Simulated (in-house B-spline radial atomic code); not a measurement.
# W³⁺: Hartree-Fock with and without relativity

How do the shells of W³⁺ move when the Schrödinger Hamiltonian gives way to Dirac's?

The numbers are computed with in-house B-spline radial atomic code version 1 (Hartree-Fock averaged over the configuration, non-relativistic (point nucleus) and Dirac-Coulomb (finite nucleus); spherical all-electron atom at the radial basis limit), except any that are marked as measured or tabulated.

## Step 1: What is computed

```
element       : tungsten (Z = 74)
charge        : +3
electrons     : 71
configuration : [Xe] 4f14 5d3
nucleus       : point (non-relativistic run); Fermi, rms radius 5.366 fm (Dirac runs)
```

The outer shells:

[Xe] 4f14 5d3
```
[Xe] core
4f [↑↓][↑↓][↑↓][↑↓][↑↓][↑↓][↑↓]
5d [↑ ][↑ ][↑ ][  ][  ]
```

The boxes draw the filling by Hund's rule, which heavy ions in jj coupling don't follow; these runs average over all states of the configuration.

## Step 2: Non-relativistic run

Settings of the run:

```ini
Z = 74
electrons = 71.0
configuration = [Xe] 4f14 5d3
hamiltonian = nr
method = hf
spin_polarised = False
```

## Step 3: Dirac-Coulomb run

Settings of the run:

```ini
Z = 74
electrons = 71.0
configuration = [Xe] 4f14 5d3
hamiltonian = dirac
method = hf
spin_polarised = False
nucleus = fermi
rms_radius = 5.3658
mass_number = 184
atomic_mass = 183.95093318
speed_of_light = 137.035999084
```

## Step 4: Dirac-Coulomb run in the lowest jj configuration, 1s2 2s2 2p6 3s2 3p6 3d10 4s2 4p6 4d10 4f14 5s2 5p6 5d-3

In configurations, a minus sign after the shell means j = l − 1/2 and a plus sign j = l + 1/2; the count of electrons follows.

The settings differ from step 3 so:

```diff
@@ -2,3 +2,3 @@
 electrons = 71.0
-configuration = [Xe] 4f14 5d3
+configuration = 1s2 2s2 2p6 3s2 3p6 3d10 4s2 4p6 4d10 4f14 5s2 5p6 5d-3
 hamiltonian = dirac
```

**Question.** How much does each shell's level and mean radius change with the Dirac Hamiltonian, and the total energy?

The runs gave:

Levels and radii; the Dirac values are averaged over j with the occupations as weights.

| shell | ε non-rel. (eV) | ε Dirac (eV) | <r> non-rel. (bohr) | <r> Dirac (bohr) | change of <r> (%) |
| --- | --- | --- | --- | --- | --- |
| 1s | -64324.5 | -69997.0 | 0.02047 | 0.01835 | -10.38 |
| 2s | -10735.3 | -12241.7 | 0.08643 | 0.07690 | -11.03 |
| 2p | -10275.5 | -10778.1 | 0.07320 | 0.06901 | -5.73 |
| 3s | -2529.90 | -2903.39 | 0.2191 | 0.2001 | -8.67 |
| 3p | -2315.94 | -2456.69 | 0.2095 | 0.2001 | -4.47 |
| 3d | -1922.26 | -1906.73 | 0.1840 | 0.1824 | -0.86 |
| 4s | -561.90 | -654.49 | 0.4883 | 0.4498 | -7.89 |
| 4p | -470.92 | -504.02 | 0.4960 | 0.4766 | -3.93 |
| 4d | -305.74 | -301.86 | 0.5138 | 0.5120 | -0.36 |
| 5s | -107.48 | -122.67 | 1.176 | 1.080 | -8.14 |
| 5p | -77.913 | -81.810 | 1.290 | 1.241 | -3.76 |
| 4f | -88.528 | -79.130 | 0.5799 | 0.5977 | +3.06 |
| 5d | -37.783 | -36.609 | 1.722 | 1.752 | +1.76 |

The total energy moves by -868.63 hartree, or -5.7 %, between the two Hamiltonians (nuclear size included). The first-order mass-velocity and Darwin terms of the non-relativistic run add up to -735.67 hartree, 85 % of it. 2s shrinks most on the average over j, by -11.03 %, while 4f expands by 3.06 %, being screened better by the contracted inner s and p shells. Spin-orbit coupling splits the 5d level by 0.817 eV and the 2p level by 1355.51 eV. The lowest jj configuration lies 1.746 eV below the average over the whole configuration. Breit terms add 16.9 hartree and QED terms 11.5 hartree.
